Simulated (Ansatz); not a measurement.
# PrBOs4: the cost of one run

Computed with Ansatz 0.2.0 (DFT PBE, scalar-relativistic, plane waves, PAW; 4f electrons in the core of a trivalent norm-conserving potential, unless a step's input says otherwise).

1 further run of the same task is left out (it didn't finish). Runs told in other sessions of the task aren't counted.

## (1) The system as given

It takes space group P6/mmm (No. 191, hexagonal). The conventional cell has a = 3.691 Å, b = 3.691 Å, c = 8.455 Å, α = 90.00°, β = 90.00°, γ = 120.00°. Around Pr (site symmetry 6/mmm) lie 8 Os at 2.13 to 2.39 Å. B (site symmetry 6/mmm) has 2 Os at 1.84 Å in its first shell of neighbours. Around Os (site symmetry -6m2) lie 3 Os at 2.13 Å and 3 Pr at 2.13 Å. Os (site symmetry 6mm) has 1 B at 1.84 Å in its first shell of neighbours.

Coordinates:

```
Pr B Os
1.0
     3.69093    0.00000    0.00000
    -1.84547    3.19644    0.00000
     0.00000    0.00000    8.45520
Pr B Os
1 1 4
Direct
  0.00000 0.00000 0.50000
  0.00000 0.00000 0.00000
  0.33333 0.66667 0.50000
  0.66667 0.33333 0.50000
  0.00000 0.00000 0.78249
  0.00000 0.00000 0.21751
```

Recipe of the guess: random cell by space group and Wyckoff sites (P6/mmm, No. 191). Lengths come from tabulated atomic sizes and are only a guess.

## (2) The guess as it stands, on a coarse mesh

Contents of input.yaml:

```yaml
crystal:
  lattice:
    - [3.69093131, 0.0, 0.0]
    - [-1.84546566, 3.19644028, 0.0]
    - [0.0, 0.0, 8.45519715]
  atoms:
    - { symbol: Pr, position: [0.0, 0.0, 0.5] }
    - { symbol: B, position: [0.0, 0.0, 0.0] }
    - { symbol: Os, position: [0.33333333, 0.66666667, 0.5] }
    - { symbol: Os, position: [0.66666667, 0.33333333, 0.5] }
    - { symbol: Os, position: [0.0, 0.0, 0.78249087] }
    - { symbol: Os, position: [0.0, 0.0, 0.21750913] }
basis:
  ecutwfc: 660
kpoints:
  mp_grid: { grid: [6, 6, 2] }
hamiltonian:
  xc: pbe
  pseudopotentials:
    kind: paw
    azcp: { Pr: "pseudopotentials/pbe/nc/lanthanide_3plus/Pr.nc.azcp" }
scf:
  occupations: { method: gaussian, width: 0.1 }
  lower_state_search: "off"
output:
  forces: true
  stress: true
  eigenvalues: true
```

On the command line:

```sh
ansatz run input.yaml --threads 1 --pin off --max-ram 2560MiB --backend cpu --events-out ev --progress --plain --runs-dir out
```

**Question.** How long does this run take on 1 thread of Intel Xeon at 2.70GHz, shared host, and how much memory does it need?

About 9.6 s, with a peak of 0.45 GiB.
